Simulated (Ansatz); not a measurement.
RuS:

```xyz
2
Lattice="3.0319 0.0000 0.0000 0.0000 3.0319 0.0000 0.0000 0.0000 3.0319" Properties=species:S:1:pos:R:3 pbc="T T T"
Ru    0.0000    0.0000    0.0000
S     1.5160    1.5160    1.5160
```

The cell comes from a database or a generator and needn't be the stable form of this composition.

Alike in all runs: program Ansatz 0.2.0; functional PBE; potentials or basis all-electron LAPW, scalar-relativistic; cutoff 223 eV (chosen from the basis error); basis error allowed 0.001 eV/atom; k mesh 6 × 6 × 6; occupations gaussian, width 0.05 eV; hubbard terms Ru d U = 5 eV.

The same cell was started in several ways:

```csv
start,free energy over the lowest (meV/atom),net moment (μB),site or absolute moments (μB),gap
no spin polarisation,416.4,-,-,none (metal or under the smearing width)
"collinear spin, ferromagnetic start of up to 1 μB",0.0,2.00,Ru +2.16; S -0.19,none (metal or under the smearing width)
"collinear spin, random start of up to 0.57 μB",0.0,2.00,Ru +2.16; S -0.19,none (metal or under the smearing width)
```

Allowing spin polarisation gains 416 meV/atom. A still lower state may exist.

Caveats: the k mesh is thin for a metal, which can move the energy by tens of meV per atom; U is the effective U less J, on atomic orbitals that reach past the spheres; the cell is far from rest, so the order of the states can change on relaxing; U without spin polarisation on a metal has little footing (some runs).
